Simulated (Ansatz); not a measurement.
**C3H8AlN: two geometries relaxed**

Are the two ends of the shift of H7 from N1 to Al2 separate minima, and which lies lower? Each is relaxed from a guess. SMILES of the start: [NH2][Al]1[CH2]C[CH2]1.

Program: Ansatz 0.2.0. Level of theory: RKS B3LYP-D4/6-31G*. These are calculated values, not measurements.

### Step 1. The starting structure

Bond lengths: N1–Al2 1.844 Å, Al2–C3 1.988 Å, C3–C4 1.617 Å, Al2–C5 2.000 Å, C4–C5 1.482 Å, N1–H6 1.070 Å, N1–H7 1.053 Å, C3–H8 1.051 Å, C3–H9 1.148 Å, C4–H10 1.094 Å, C4–H11 1.100 Å, C5–H12 1.147 Å, C5–H13 1.115 Å. Angles (14 of 24 angles, heavy atoms first): N1–Al2–C3 133.2°, N1–Al2–C5 133.1°, C3–Al2–C5 72.8°, Al2–C3–C4 92.0°, C3–C4–C5 99.5°, Al2–C5–C4 95.7°, Al2–N1–H6 110.5°, Al2–N1–H7 109.1°, Al2–C3–H8 113.5°, Al2–C3–H9 109.5°, C4–C3–H8 112.2°, C4–C3–H9 109.6°, C3–C4–H10 108.5°, C3–C4–H11 104.7°.

Structure file:

```xyz
13

N    -1.3853    2.3191    0.3172
Al   -0.3343    0.8368    0.6314
C    -0.5792   -1.1044    0.2817
C     0.9117   -1.2399   -0.3288
C     1.3621    0.1651   -0.1866
H    -1.7121    2.3385   -0.7017
H    -2.2771    2.2341    0.8715
H    -1.3215   -1.3117   -0.4335
H    -0.6390   -1.6697    1.2795
H     1.4644   -1.9756    0.2629
H     0.7589   -1.5375   -1.3762
H     2.2310    0.2352    0.5587
H     1.5408    0.6753   -1.1613
```

### Step 2. End point A

Input file input.yaml:

```yaml
crystal:
  periodic: [false, false, false]
  atoms:
    - { symbol: "N", position_ang: [-1.3853, 2.3191, 0.3172] }
    - { symbol: Al, position_ang: [-0.3343, 0.8368, 0.6314] }
    - { symbol: C, position_ang: [-0.5792, -1.1044, 0.2817] }
    - { symbol: C, position_ang: [0.9117, -1.2399, -0.3288] }
    - { symbol: C, position_ang: [1.3621, 0.1651, -0.1866] }
    - { symbol: H, position_ang: [-1.7121, 2.3385, -0.7017] }
    - { symbol: H, position_ang: [-2.2771, 2.2341, 0.8715] }
    - { symbol: H, position_ang: [-1.3215, -1.3117, -0.4335] }
    - { symbol: H, position_ang: [-0.639, -1.6697, 1.2795] }
    - { symbol: H, position_ang: [1.4644, -1.9756, 0.2629] }
    - { symbol: H, position_ang: [0.7589, -1.5375, -1.3762] }
    - { symbol: H, position_ang: [2.231, 0.2352, 0.5587] }
    - { symbol: H, position_ang: [1.5408, 0.6753, -1.1613] }
basis:
  gaussian: { orbitals: "6-31G*" }
hamiltonian:
  xc: b3lyp
  dispersion: d4
relax:
  f_tol: 0.02
  max_steps: 50
```

Started as:

```console
$ ansatz run input.yaml --threads 2 --pin off --max-ram 3072MiB --backend cpu --events-out ev --progress --plain --runs-dir out
```

Output, shortened:

```text
Warning: RAYON_NUM_THREADS=2 ignored (pool sized by the plan → 2); use --threads N
[...]
Functional definition: B3LYP
[...]
1101 factors; integrals over basis functions are off by at most 4.5e-4 eV
[...]
mean field -11327.43408465 eV, -416.2755246003 hartree, gradient 3.6e-5 eV, S^2 0.000000; 0 other end points of the search recorded, 0 dependent functions left out
[...]
reference -11327.43433933 eV, -416.2755339598 hartree; 23, 23 occupied and 72, 72 virtual orbitals, 1101 factors
relax step   1: F+E_penalty+E_count = -11327.83045252 eV  Δ(F+E_penalty+E_count) = +0.000e0 eV  max|allowed force component| = 3.046e0 eV/Å  Δτ_max = 0.0000 Å  (27 SCF iters, accepted)
[...]
relax step   3: F+E_penalty+E_count = -11328.91328542 eV  Δ(F+E_penalty+E_count) = -1.491e-1 eV  max|allowed force component| = 1.065e0 eV/Å  Δτ_max = 0.1926 Å  (29 SCF iters, accepted)
[...]
relax step   5: F+E_penalty+E_count = -11329.14253478 eV  Δ(F+E_penalty+E_count) = -1.032e-1 eV  max|allowed force component| = 5.839e-1 eV/Å  Δτ_max = 0.2000 Å  (27 SCF iters, accepted)
[...]
relax step   7: F+E_penalty+E_count = -11329.26767357 eV  Δ(F+E_penalty+E_count) = -5.328e-2 eV  max|allowed force component| = 2.165e-1 eV/Å  Δτ_max = 0.2000 Å  (28 SCF iters, accepted)
[...]
relax step   8: F+E_penalty+E_count = -11329.28047527 eV  Δ(F+E_penalty+E_count) = -1.280e-2 eV  max|allowed force component| = 7.295e-2 eV/Å  Δτ_max = 0.1290 Å  (27 SCF iters, accepted)
[...]
1101 factors; integrals over basis functions are off by at most 4.3e-4 eV
mean field -11328.88849132 eV, -416.3289730596 hartree, gradient 7.6e-5 eV, S^2 0.000000; 1 other end points of the search recorded, 0 dependent functions left out
[...]
reference -11328.88874714 eV, -416.3289824610 hartree; 23, 23 occupied and 72, 72 virtual orbitals, 1101 factors
Total energy: -11329.28214674 eV, -416.3434396295 hartree
Atom 0 at    -1.546537     2.162753     0.219809 Å, force    -0.004151     0.009418     0.002250 eV/Å
Atom 1 at    -0.489220     0.729001     0.167782 Å, force     0.011406    -0.009280     0.010843 eV/Å
Atom 2 at    -0.599044    -1.226488     0.373368 Å, force     0.013450     0.009233    -0.013318 eV/Å
Atom 3 at     0.811148    -1.230627    -0.325965 Å, force    -0.003214    -0.000020    -0.012334 eV/Å
Atom 4 at     1.364259     0.242698    -0.287084 Å, force    -0.016107    -0.016830     0.003384 eV/Å
Atom 5 at    -1.247786     3.110839     0.022570 Å, force    -0.004617    -0.004902    -0.000498 eV/Å
Atom 6 at    -2.531606     2.147970     0.457362 Å, force     0.004772     0.002105    -0.003854 eV/Å
Atom 7 at    -1.346057    -1.847884    -0.128981 Å, force     0.000800    -0.002421    -0.003621 eV/Å
Atom 8 at    -0.530059    -1.573713     1.411966 Å, force     0.000840     0.010029     0.008123 eV/Å
Atom 9 at     1.501423    -1.942425     0.144340 Å, force     0.004175    -0.002264    -0.001614 eV/Å
Atom 10 at     0.689965    -1.539067    -1.371727 Å, force     0.000348     0.003190     0.003982 eV/Å
Atom 11 at     2.075172     0.378279     0.537823 Å, force    -0.002874     0.006354     0.008411 eV/Å
Atom 12 at     1.868742     0.553964    -1.206464 Å, force    -0.004826    -0.004612    -0.001753 eV/Å
Dipole moment:    -0.165537     0.232341     0.025313 e Å
```

It took 28 s on 2 threads of Arm Neoverse V1, shared host; peak memory 0.2 GiB.

Relaxation path:

```csv
step,energy from step 1 (eV),largest force component (eV/Å)
1,0.0000,3.0463
2,-0.9337,1.2625
3,-1.0828,1.0653
4,-1.2089,1.1395
5,-1.3121,0.5839
6,-1.3839,0.3998
7,-1.4372,0.2165
8,-1.4500,0.0729
9,-1.4514,0.0168
```

Step 1 is the start.

After: Bond lengths: N1–Al2 1.782 Å, Al2–C3 1.969 Å, C3–C4 1.574 Å, Al2–C5 1.969 Å, C4–C5 1.574 Å, N1–H6 1.013 Å, N1–H7 1.013 Å, C3–H8 1.094 Å, C3–H9 1.097 Å, C4–H10 1.097 Å, C4–H11 1.097 Å, C5–H12 1.097 Å, C5–H13 1.094 Å. Angles (14 of 24 angles, heavy atoms first): N1–Al2–C3 139.7°, N1–Al2–C5 139.8°, C3–Al2–C5 80.3°, Al2–C3–C4 84.6°, C3–C4–C5 107.5°, Al2–C5–C4 84.6°, Al2–N1–H6 124.9°, Al2–N1–H7 124.9°, Al2–C3–H8 123.7°, Al2–C3–H9 114.2°, C4–C3–H8 114.0°, C4–C3–H9 111.3°, C3–C4–H10 112.0°, C3–C4–H11 109.0°.

### Step 3. Relaxing end B

The second end starts from a geometry with the move made by hand.

Changes to input.yaml since step 2:

```diff
@@ -9,3 +9,3 @@
     - { symbol: H, position_ang: [-1.7121, 2.3385, -0.7017] }
-    - { symbol: H, position_ang: [-2.2771, 2.2341, 0.8715] }
+    - { symbol: H, position_ang: [-0.99312, 1.80574, 1.63076] }
     - { symbol: H, position_ang: [-1.3215, -1.3117, -0.4335] }
@@ -24 +24,3 @@
   max_steps: 50
+output:
+  orbitals: {}
```

Started as:

```console
$ ansatz run input.yaml --threads 2 --pin off --max-ram 3072MiB --backend cpu --events-out ev --progress --plain --runs-dir out
```

Output, shortened:

```text
Warning: RAYON_NUM_THREADS=2 ignored (pool sized by the plan → 2); use --threads N
[...]
[... 1 set-up line as earlier in the session ...]
[...]
1101 factors; integrals over basis functions are off by at most 4.4e-4 eV
[...]
mean field -11322.02610332 eV, -416.0767849519 hartree, gradient 2.4e-5 eV, S^2 0.000000; 3 other end points of the search recorded, 0 dependent functions left out
[...]
reference -11322.02636758 eV, -416.0767946633 hartree; 23, 23 occupied and 72, 72 virtual orbitals, 1101 factors
relax step   1: F+E_penalty+E_count = -11322.42919636 eV  Δ(F+E_penalty+E_count) = +0.000e0 eV  max|allowed force component| = 4.720e0 eV/Å  Δτ_max = 0.0000 Å  (80 SCF iters, accepted)
[...]
relax step   5: F+E_penalty+E_count = -11328.18486189 eV  Δ(F+E_penalty+E_count) = -3.102e-1 eV  max|allowed force component| = 5.102e0 eV/Å  Δτ_max = 0.1948 Å  (30 SCF iters, accepted)
[...]
Atom 3 at     0.845553    -1.267907    -0.380575 Å, force    -0.003100     0.010422     0.012925 eV/Å
Atom 4 at     1.452252     0.180979    -0.290652 Å, force    -0.000767    -0.001727    -0.004303 eV/Å
Atom 5 at    -1.045096     3.107781     0.296837 Å, force     0.000482    -0.001954     0.000085 eV/Å
Atom 6 at    -2.333043     2.163771     0.757984 Å, force     0.001277    -0.000658    -0.000562 eV/Å
Atom 7 at    -1.310465    -1.837682    -0.064262 Å, force     0.000282     0.001836     0.003174 eV/Å
Atom 8 at    -0.384465    -1.651605     1.428219 Å, force     0.002070    -0.000238     0.000071 eV/Å
Atom 9 at     1.538720    -2.030559    -0.003262 Å, force     0.003033    -0.004986    -0.001880 eV/Å
Atom 10 at     0.643103    -1.504420    -1.432128 Å, force     0.000232    -0.003769    -0.007492 eV/Å
Atom 11 at     2.208175     0.247110     0.502442 Å, force    -0.000205    -0.002161    -0.000101 eV/Å
Atom 12 at     1.919290     0.526477    -1.217544 Å, force    -0.000567     0.001759     0.003845 eV/Å
Dipole moment:    -0.157168     0.236410     0.044789 e Å
```

Wall time 52 s (2 threads of Arm Neoverse V1, shared host); peak memory 0.21 GiB.

Step by step:

```csv
step,energy from step 1 (eV),largest force component (eV/Å)
1,0.0000,4.7204
2,-2.3217,3.3440
3,-4.1271,3.1678
4,-5.4455,1.9182
5,-5.7557,5.1016
6,-6.1396,2.2472
7,-6.3256,0.6971
8,-6.4465,0.7477
9,-6.5651,0.6263
10,-6.6623,0.4593
11,-6.7369,0.9193
12,-6.7636,1.2487
13,-6.8205,0.3922
14,-6.8458,0.1625
15,-6.8503,0.1102
16,-6.8527,0.0277
17,-6.8529,0.0129
```

Step 1 is the start.

After: Bond lengths: N1–Al2 1.782 Å, Al2–C3 1.969 Å, C3–C4 1.573 Å, Al2–C5 1.969 Å, C4–C5 1.573 Å, N1–H6 1.013 Å, N1–H7 1.013 Å, C3–H8 1.094 Å, C3–H9 1.098 Å, C4–H10 1.097 Å, C4–H11 1.097 Å, C5–H12 1.098 Å, C5–H13 1.094 Å. Angles (14 of 24 angles, heavy atoms first): N1–Al2–C3 139.8°, N1–Al2–C5 139.8°, C3–Al2–C5 80.2°, Al2–C3–C4 84.6°, C3–C4–C5 107.4°, Al2–C5–C4 84.6°, Al2–N1–H6 124.9°, Al2–N1–H7 124.9°, Al2–C3–H8 124.0°, Al2–C3–H9 113.7°, C4–C3–H8 114.0°, C4–C3–H9 111.2°, C3–C4–H10 112.1°, C3–C4–H11 108.9°.

Pairs that crossed the distance rule for bonds on the way: came closer N1–H7; moved apart Al2–H7.

### Step 4. Results

| quantity | value |
| --- | --- |
| end A | 8 moves, 1.451 eV lower |
| end B | 16 moves, 6.853 eV lower |
| largest difference between the ends | 0.02 Å |
| end B relative to end A | -0.000 eV |

In words: The two relaxations end at one structure, within 0.02 Å: no second minimum was found from this start, which doesn't rule one out.
